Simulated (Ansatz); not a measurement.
# Two self-consistent states of La2NiO4

An SCF can end in more than one state. Here La2NiO4, a crystal from a database, its volume scaled a little, is run from each state found earlier: which lies lowest, and what else changes?

Program: Ansatz 0.2.0. Level of theory: DFT, r2SCAN, with U_eff = 6.38 eV on Ni d, plane waves, PAW. These are calculated values, not measurements.

**1. The system as given**

Symmetry: I4/mmm, No. 139, tetragonal system. The conventional cell has a = 3.894 Å, b = 3.894 Å, c = 12.727 Å, α = 90.00°, β = 90.00°, γ = 90.00°. La (site symmetry 4mm) has 5 O at 2.35 to 2.63 Å as nearest neighbours. Ni (site symmetry 4/mmm) has 6 O at 1.95 to 2.25 Å as nearest neighbours. O (site symmetry mmm) has 2 Ni at 1.95 Å and 4 La at 2.63 Å as nearest neighbours. O (site symmetry 4mm) has 1 Ni at 2.25 Å and 1 La at 2.35 Å as nearest neighbours.

As a file:

```cif
data_structure
_symmetry_space_group_name_H-M 'P 1'
_symmetry_Int_Tables_number 1
_cell_length_a 6.9337
_cell_length_b 6.9337
_cell_length_c 6.9337
_cell_angle_alpha 147.385
_cell_angle_beta 147.385
_cell_angle_gamma 46.794
_cell_volume 96.48
loop_
_atom_site_label
_atom_site_type_symbol
_atom_site_fract_x
_atom_site_fract_y
_atom_site_fract_z
_atom_site_occupancy
La1 La 0.36140 0.36140 0.00000 1
La2 La 0.63860 0.63860 0.00000 1
Ni1 Ni 0.00000 0.00000 0.00000 1
O1 O 0.50000 0.00000 0.50000 1
O2 O 0.00000 0.50000 0.50000 1
O3 O 0.17700 0.17700 0.00000 1
O4 O 0.82300 0.82300 0.00000 1
```

The states: A, Ni3 up (collinear spin); B, no atom with a moment over 0.3 μB (no spin polarisation). Each run reads its own saved solution as saved_state.

**2. Run from state A**

Input file input.yaml:

```yaml
crystal:
  lattice:
    - [-1.94690978, 1.94690978, 6.36356192]
    - [1.94690978, -1.94690978, 6.36356192]
    - [1.94690978, 1.94690978, -6.36356192]
  atoms:
    - { symbol: La, position: [0.3614, 0.3614, 0.0] }
    - { symbol: La, position: [0.6386, 0.6386, 0.0] }
    - { symbol: Ni, position: [0.0, 0.0, 0.0] }
    - { symbol: O, position: [0.5, 0.0, 0.5] }
    - { symbol: O, position: [0.0, 0.5, 0.5] }
    - { symbol: O, position: [0.177, 0.177, 0.0] }
    - { symbol: O, position: [0.823, 0.823, 0.0] }
  symmetry: { detect: false, time_reversal: true }
kpoints:
  mp_grid: { grid: [6, 6, 6], shift: [0, 0, 0] }
  band_path:
    path:
      - [0.0, 0.0, 0.0]
      - [0.0, 0.0, 0.5]
      - [0.25, 0.25, 0.25]
      - [0.0, 0.5, 0.0]
      - [0.0, 0.0, 0.0]
      - [0.5, 0.5, -0.5]
      - [0.27340082, 0.72659918, -0.27340082]
      - [-0.27340082, 0.27340082, 0.27340082]
      - [0.0, 0.0, 0.0]
      - [0.0, 0.0, 0.5]
      - [-0.04680164, 0.04680164, 0.5]
    npoints: 6
magnetization:
  spin_polarized: true
scf:
  occupations: { method: fermi_dirac, width: 0.0152 }
  lower_state_search: "off"
  max_iter: 200
hamiltonian:
  pseudopotentials: { kind: paw }
  xc: r2scan
  hubbard:
    projectors: all-electron-ortho-atomic
    sites: [{ species: Ni, l: d, u_eff: 6.38 }]
basis:
  ecutwfc: 500
  fft_grid_basis: typed
output:
  forces: true
  stress: true
  eigenvalues: true
  bader: true
  populations: true
  elf: true
  write_potential: true
  volumetric_format: npy
  dos:
    e_range: [-12, 8]
    de: 0.05
    projected: { site_lists: { La: [La], Ni: [Ni], O: [O] } }
checkpoint:
  read: saved_state
```

Log:

```text
Warning: RAYON_NUM_THREADS=1 ignored (pool sized by the plan → 1); use --threads N
La: projections on atomic orbitals take those of the free atom [Kr 4d10] 4f0 5s2 5p6 5d1 6s2, of charge +0.00 (hamiltonian.pseudopotentials.projection_atoms); the dataset's partial waves leave at most 1.9e-5 of an orbital's norm unspanned inside its sphere
Ni: projections on atomic orbitals take those of the free atom [Ne] 3s2 3p6 3d8 4s2, of charge +0.00 (hamiltonian.pseudopotentials.projection_atoms); the dataset's partial waves leave at most 1.6e-6 of an orbital's norm unspanned inside its sphere
O: projections on atomic orbitals take those of the free atom [He] 2s2 2p4, of charge +0.00 (hamiltonian.pseudopotentials.projection_atoms); the dataset's partial waves leave at most 1.9e-8 of an orbital's norm unspanned inside its sphere
band count auto-derived: 40 (N_el = 64.0; filled up to band 32; 39 by the electrons, moments and atoms)
Engine: ansatz 0.2.0, x86_64-unknown-linux-gnu
Pseudopotentials: kind: paw
Pseudopotential: La, paw, valence charge 11, recommended cutoff 500 eV (meta_gga), La.paw.azcp
Pseudopotential: Ni, paw, valence charge 18, recommended cutoff 500 eV (meta_gga), Ni.paw.azcp
Pseudopotential: O, paw, valence charge 6, recommended cutoff 500 eV (meta_gga), O.paw.azcp
Functional definition: r2SCAN
  parameter k0 = 0.174
  parameter k1 = 0.065
  parameter a1 = 4.9479
  exchange = r2scan_x(k0 = k0, k1 = k1, a1 = a1)
  correlation = r2scan_c
Crystal: 7 atoms, lattice volume = 96.483 Å³
Basis set: ecut = 500 eV, 2471 PW (Γ), exchange–correlation on 216×216×216 points (64 copies of the dense FFT grid, shifted against one another)
Bands: 40, of which v1, the nominal top of the filled ones, is band 32 counted from 1 (31 counted from 0)
Symmetry: 1 space group operations
k-points: 112 of 216 (time reversal used)
Non-local potential: La, projectors of the file, l = 0: 3, l = 1: 2, l = 2: 2, l = 3: 3
Non-local potential: Ni, projectors of the file, l = 0: 3, l = 1: 2, l = 2: 3, l = 3: 1
Non-local potential: O, projectors of the file, l = 0: 2, l = 1: 2, l = 2: 1
PAW form: soft (Blöchl's): semilocal exchange-correlation on the pseudo side does not see the compensation charge
PAW frozen core: La, regenerated for the run's functional (the file was generated under x = pbe(κ = 0.804, μ = 0.2195149727645171), c = pbe(β = 0.06672455060314922))
PAW frozen core: Ni, regenerated for the run's functional (the file was generated under x = pbe(κ = 0.804, μ = 0.2195149727645171), c = pbe(β = 0.06672455060314922))
PAW frozen core: O, regenerated for the run's functional (the file was generated under x = pbe(κ = 0.804, μ = 0.2195149727645171), c = pbe(β = 0.06672455060314922))
PAW one-centre angular grid: La, 974 points (default); XC on 160 Gauss nodes
PAW one-centre angular grid: Ni, 590 points (default); XC on 160 Gauss nodes
PAW one-centre angular grid: O, 302 points (default); XC on 160 Gauss nodes
Initial density: read from a saved state, or passed on in memory by an earlier SCF of this step, an earlier step, the calling program or the single point that the run made first
Initial wavefunctions: pseudopotential atomic-orbital guess
Functional: x = r2scan, c = r2scan; τ floored in thin density (d = 2e-4 eV/Å³)
iter 1 solved again at ethr=5.31e-5 eV; its pass at ethr=3.10e-3 eV (dr2=3.40e-2 eV) is discarded
SCF iter   1: F=-20657.985472 eV  HF=-20656.286658 eV  |F-HF|=1.70e0  |Δ(HF+E_count)|=         —  Δρ=2.65e-2 (↑6.02e-3 ↓2.65e-2)  dr2=3.37e-2  dr2_τ=3.73e-3  dr2_m=1.96e-1  M=2.000 μB ∫|m|=2.110 μB  β_m=0.30  ethr=5.31e-5  ⟨swp⟩=3.4  Hψ=54405  notcnv=0  defer=4
preconditioner: auto → Resta (q_TF=auto, 2.548 Å⁻¹)  ε∞=5.9  [insulator: Δε(μ)=0.258 eV  Ē_g=12.317 eV  σ=0.015 eV  W_gap=1.00  n_scr=32 (ndim 8)  ℏωp=27.3 eV  f_vac=0.009  D(μ)=0.00/eV (n_scr^D=0)  ε∞_Penn≈5.9]
spin=Collinear: Resta preconditioning applied to the charge; magnetization (m = ρ↑ − ρ↓) channel mixes plain (no charge-response kernel on spin).
SCF iter   2: F=-20658.034891 eV  HF=-20657.274949 eV  |F-HF|=7.60e-1  |Δ(HF+E_count)|=   9.88e-1  Δρ=1.88e-2 (↑4.24e-3 ↓1.88e-2)  dr2=1.66e-2  dr2_τ=6.54e-2  dr2_m=9.84e-2  M=2.000 μB ∫|m|=2.070 μB  β_m=0.65  ethr=5.27e-5  ⟨swp⟩=4.6  Hψ=22391  notcnv=0  defer=11
SCF iter   3: F=-20658.062301 eV  HF=-20658.063949 eV  |F-HF|=1.65e-3  |Δ(HF+E_count)|=   7.89e-1  Δρ=1.59e-3 (↑1.04e-3 ↓1.59e-3)  dr2=4.36e-3  dr2_τ=3.79e-4  dr2_m=2.64e-4  M=2.000 μB ∫|m|=2.044 μB  β_m=0.56  ethr=2.60e-5  ⟨swp⟩=3.9  Hψ=22300  notcnv=0  defer=20
SCF iter   4: F=-20658.065321 eV  HF=-20658.064952 eV  |F-HF|=3.69e-4  |Δ(HF+E_count)|=   1.00e-3  Δρ=5.36e-4 (↑2.62e-4 ↓5.36e-4)  dr2=2.28e-4  dr2_τ=2.31e-5  dr2_m=1.05e-4  M=2.000 μB ∫|m|=2.044 μB  β_m=0.57  ethr=6.81e-6  ⟨swp⟩=3.1  Hψ=19369  notcnv=0  defer=20
SCF iter   5: F=-20658.065407 eV  HF=-20658.065305 eV  |F-HF|=1.01e-4  |Δ(HF+E_count)|=   3.54e-4  Δρ=3.44e-4 (↑1.77e-4 ↓3.44e-4)  dr2=1.02e-4  dr2_τ=4.17e-6  dr2_m=4.78e-5  M=2.000 μB ∫|m|=2.045 μB  β_m=0.79  ethr=3.56e-7  ⟨swp⟩=3.0  Hψ=16896  notcnv=0  defer=17
SCF iter   6: F=-20658.065471 eV  HF=-20658.065480 eV  |F-HF|=9.46e-6  |Δ(HF+E_count)|=   1.75e-4  Δρ=1.42e-4 (↑5.92e-5 ↓1.42e-4)  dr2=1.99e-5  dr2_τ=7.80e-7  dr2_m=5.62e-6  M=2.000 μB ∫|m|=2.045 μB  β_m=0.72  ethr=1.60e-7  ⟨swp⟩=2.4  Hψ=17603  notcnv=0  defer=17
SCF iter   7: F=-20658.065558 eV  HF=-20658.065558 eV  |F-HF|=3.13e-8  |Δ(HF+E_count)|=   7.76e-5  Δρ=5.77e-5 (↑4.69e-5 ↓5.77e-5)  dr2=2.77e-6  dr2_τ=1.52e-7  dr2_m=1.91e-6  M=2.000 μB ∫|m|=2.045 μB  β_m=0.86  ethr=3.11e-8  ⟨swp⟩=2.1  Hψ=15486  notcnv=0  defer=29
SCF iter   8: F=-20658.065559 eV  HF=-20658.065560 eV  |F-HF|=4.45e-7  |Δ(HF+E_count)|=   1.74e-6  Δρ=2.36e-5 (↑1.40e-5 ↓2.36e-5)  dr2=8.99e-7  dr2_τ=3.56e-8  dr2_m=1.38e-7  M=2.000 μB ∫|m|=2.046 μB  β_m=0.81  ethr=4.32e-9  ⟨swp⟩=2.5  Hψ=16814  notcnv=0  defer=30
SCF iter   9: F=-20658.065560 eV  HF=-20658.065560 eV  |F-HF|=2.34e-8  |Δ(HF+E_count)|=   4.32e-8  Δρ=1.39e-5 (↑6.75e-6 ↓1.39e-5)  dr2=1.56e-7  dr2_τ=9.99e-9  dr2_m=6.69e-8  M=2.000 μB ∫|m|=2.046 μB  β_m=0.77  ethr=1.40e-9  ⟨swp⟩=2.1  Hψ=14650  notcnv=0  defer=30
SCF iter  10: F=-20658.065560 eV  HF=-20658.065560 eV  |F-HF|=1.13e-8  |Δ(HF+E_count)|=   1.44e-7  Δρ=3.21e-6 (↑2.26e-6 ↓3.21e-6)  dr2=4.84e-9  dr2_τ=1.89e-10  dr2_m=3.91e-9  M=2.000 μB ∫|m|=2.046 μB  ethr=1.56e-10  ⟨swp⟩=12.3  Hψ=68477  notcnv=0
SCF 1 converged in 10 iterations: F = -20658.065560 eV  dr2 = 4.84e-9
  Residual-converged pass: ⟨swp⟩=1.0  Hψ=9885  notcnv=0  max |occ|·‖R‖ = 7.1e-9 eV (tolerance 1.0e-8 eV)  dr2=4.84e-9  dr2_τ=1.89e-10  dr2_m=3.91e-9  dr2_onsite=8.08e-9  max |Δocc| = 4.3e-17
NSCF: frozen V_eff on 61 k-points
SCF converged after 10 iterations
Magnetization: 2.0000 μB (33.0000 up, 31.0000 down)
Absolute magnetization: 2.0447 μB (∫|ρ↑−ρ↓|, with the PAW one-centre terms)
Spin contamination: 0.0029 ħ² per cell (⟨S²⟩ above its minimum at these occupations)
Per-site moments (μB) at R_I (Å): [(0.0012102967747625174, 0.9680886748896), (0.0012102979399169144, 0.9680886748896003), (1.7292837960765906, 0.80310028425), (0.05783294445341807, 0.80310028425), (0.05783162131490087, 0.80310028425), (0.03278314276940937, 0.9292391293680001), (0.032783139314688736, 0.9292391293680002)]
Free energy (F): -20658.065560 eV
Harris-Foulkes:  -20658.065560 eV  (|F-HF|=1.13e-8)
Internal energy: -20658.065560 eV  (E = F + TS)
E sigma→0 (E₀):  -20658.065560 eV
Fermi energy:    13.403190 eV
--- Per-component energies (eV) ---
  E_band       = -412.298743
  E_kinetic    = 1362.576069
  E_local      = -7285.220296  (includes V_loc(G=0)·N_el)
  E_nonlocal   = 1024.870135
  E_hartree    = 3076.095704
  E_xc         = -638.294560
  E_vxc        = -861.282200  (∫ρ·V_xc dr)
  E_hubbard    = 0.777079  (on-site DFT+U / exact-exchange correction)
  E_vhub       = -24.556233  (the Hubbard potential's part of the band-sum identity)
  E_paw        = -13160.252138  (= ΣΔE_a)
  E_vpaw       = -832.283987  (= ΣTr[D̂ρ^β])
  E_aug_tail   = 0.004667  (compensation charges beyond the density's cutoff)
  E_vtau       = 51.398054  (kinetic-family band-sum trace: ∫τ·v_τ [+ j·A + Jᵃ·Aᵃ] dr)
  E_ewald      = -5038.331412
  E_core_change = -0.290807  (= ΣΔE_core)
  E_smearing   = -0.000000  (= −TS)
  E_closure    = 0.000000  (closes the sum)
  Σ components = -20658.065560   (vs F -20658.065560, Δ=0.00e0)
--- Forces (eV/Å), atoms counted from 1 ---
  atom   1  La    -0.00000093    -0.00000106     0.68723305
  atom   2  La     0.00000097     0.00000105    -0.68723305
  atom   3  Ni    -0.00000001    -0.00000003     0.00000000
  atom   4  O     -0.00000000     0.00000002     0.00000000
  atom   5  O     -0.00000002     0.00000000    -0.00000001
  atom   6  O      0.00006934     0.00003142     0.27481874
  atom   7  O     -0.00006929    -0.00003140    -0.27481873
  max |Σ_I F_I| component: 6.66e-8 eV/Å
--- Stress (GPa, compression-positive) ---
       -0.361918      -0.000091       0.000149
        0.000107      -0.361919       0.000064
       -0.000151      -0.000062      -4.071853
  P = ⅓ Tr σ = -1.5986 GPa (-15.986 kbar)
--- Band table (eV; the first three rows and the last of 224) ---
  k-point 0 ↑: bands = ["-96.2989", "-55.3063", "-55.1348", "-55.1347", "-20.5091", "-20.3146", "-7.7943", "-6.4896", "-6.2730", "-6.2544", "-3.5520", "-3.5520", "-3.4831", "-3.4831", "-2.9247", "-2.4488", "5.2515", "6.4072", "6.4258", "6.4259", "6.5327", "7.4867", "7.4868", "7.8028", "8.7612", "9.1681", "9.5014", "9.5014", "9.6314", "9.6314", "10.4738", "10.4738", "10.7316", "14.3194", "15.2791", "15.3608", "15.8623", "15.8772", "15.9538", "15.9538"]
  k-point 1 ↑: bands = ["-96.2989", "-55.3063", "-55.1349", "-55.1348", "-20.4657", "-20.3027", "-7.5542", "-6.7060", "-6.4538", "-6.4461", "-3.7174", "-3.4039", "-3.3606", "-3.2211", "-2.8295", "-2.6552", "5.0794", "5.2585", "6.1230", "6.1246", "6.2703", "7.0290", "8.0838", "8.7674", "9.0971", "9.2080", "9.2652", "9.3304", "9.6984", "9.7643", "9.9945", "10.7566", "10.9357", "14.7743", "15.4798", "15.6933", "15.8729", "15.9572", "15.9893", "16.0368"]
  k-point 2 ↑: bands = ["-96.2989", "-55.3063", "-55.1351", "-55.1350", "-20.3813", "-20.2798", "-7.0949", "-6.7393", "-6.7373", "-6.5347", "-4.0296", "-3.5746", "-3.3097", "-3.1742", "-3.0630", "-2.7624", "4.1836", "4.4723", "5.6042", "5.9451", "6.0575", "6.4770", "8.7611", "8.8427", "9.0361", "9.3539", "9.6060", "9.7957", "9.9622", "10.1667", "10.5253", "10.7985", "12.2578", "15.5524", "15.5711", "15.8004", "15.8444", "15.9020", "15.9532", "15.9716"]
  k-point 111 ↓: bands = ["-92.9507", "-52.1275", "-51.9462", "-51.9462", "-20.4215", "-20.4028", "-7.6264", "-6.5752", "-5.8409", "-5.7789", "-3.6759", "-3.6759", "-3.3474", "-3.3474", "-2.8798", "-2.6687", "7.3320", "7.3321", "7.4997", "7.6090", "7.6090", "8.3692", "8.8800", "9.1570", "9.1570", "9.2161", "9.8268", "10.0716", "10.0716", "10.6991", "10.6991", "13.6153", "15.1622", "15.6322", "15.8439", "15.9127", "15.9751", "15.9751", "16.0742", "16.0883"]
Occupation matrices written to <dir>
--- Löwdin populations: 7 sites ---
  site symbol       q [e]    m [muB]
     0     La     10.0204    -0.0018
     1     La     10.0204    -0.0018
     2     Ni     16.6240     1.7576
     3      O      6.8273     0.0851
     4      O      6.8273     0.0851
     5      O      6.7308     0.0357
     6      O      6.7308     0.0357
  spilling = 0.003423 (of n_electrons = 64.000000)
--- Bader charges: 7 sites ---
  site symbol  charge [e]  shift [e]    m [muB]
     0     La      2.1070     0.0001     0.0003
     1     La      2.1070     0.0001     0.0003
     2     Ni      1.3324     0.0074     1.8059
     3      O     -1.3697     0.0038     0.0634
     4      O     -1.3697     0.0038     0.0634
     5      O     -1.4035     0.0001     0.0334
     6      O     -1.4035     0.0001     0.0334
  estimated error of the sums over rays = 3.1e-4 e
```

Wall time 7 min (1 thread of an x86-64 CPU, shared host); peak memory 2 GiB.

**3. State A: levels and charges**

States per cell by energy window, from dos.tsv and pdos.tsv (tetrahedra; eV from the Fermi level):

| from | to | total | up | down | La d | La f | Ni d | O p |
| --- | --- | --- | --- | --- | --- | --- | --- | --- |
| -9.0 | -8.0 | 1.10 | 1.10 | 0.00 | 0.02 | 0.00 | 0.87 | 0.17 |
| -8.0 | -7.0 | 3.71 | 3.16 | 0.55 | 0.12 | 0.01 | 2.73 | 0.71 |
| -7.0 | -6.0 | 3.92 | 0.70 | 3.23 | 0.21 | 0.02 | 2.13 | 1.34 |
| -6.0 | -5.0 | 2.20 | 1.10 | 1.10 | 0.26 | 0.02 | 0.21 | 1.58 |
| -5.0 | -4.0 | 8.32 | 3.78 | 4.52 | 1.15 | 0.11 | 0.61 | 6.02 |
| -4.0 | -3.0 | 7.82 | 4.27 | 3.56 | 0.46 | 0.22 | 0.61 | 6.24 |
| -3.0 | -2.0 | 3.72 | 1.67 | 2.05 | 0.12 | 0.07 | 0.32 | 3.06 |
| -2.0 | -1.0 | 0.39 | 0.39 | 0.00 | 0.00 | 0.00 | 0.06 | 0.30 |
| -1.0 | 0.0 | 0.12 | 0.12 | 0.00 | 0.00 | 0.00 | 0.02 | 0.10 |
| 0.0 | 1.0 | 0.14 | 0.07 | 0.07 | 0.10 | 0.04 | 0.00 | 0.01 |
| 1.0 | 2.0 | 1.07 | 0.54 | 0.54 | 0.40 | 0.59 | 0.00 | 0.05 |

On the mesh the valence top lies at -0.23 eV and the conduction bottom at 0.21 eV on this scale. The bands computed are complete only to about 2.5 eV above the Fermi level.

By element, from the tables in the log (a charge is positive for electrons lost): Löwdin charges also hold the electrons that the projection spills.

| element | atoms | Bader charge (e) | Bader volume (Å³) | Löwdin charge (e) | Bader moment, size (μB) |
| --- | --- | --- | --- | --- | --- |
| La | 2 | +2.11 | 18.4 | +0.98 | 0.00 |
| Ni | 1 | +1.33 | 8.0 | +1.38 | 1.81 |
| O | 4 | -1.40 to -1.37 | 11.0 to 14.8 | -0.83 to -0.73 | 0.03 to 0.06 |

The Löwdin projection spills 0.3 % of the electrons and depends on the orbitals chosen; where it disagrees with Bader's partition, neither is an observable.

Eigenvalues of the corrected shells' occupation matrices:

| atom | shell | spin | eigenvalues |
| --- | --- | --- | --- |
| Ni3 | d | up | 0.99 0.99 0.99 0.99 1.00 |
| Ni3 | d | down | 0.09 0.14 0.99 0.99 0.99 |

The main site moments: Ni3 up.

[end of part 1 of 2]
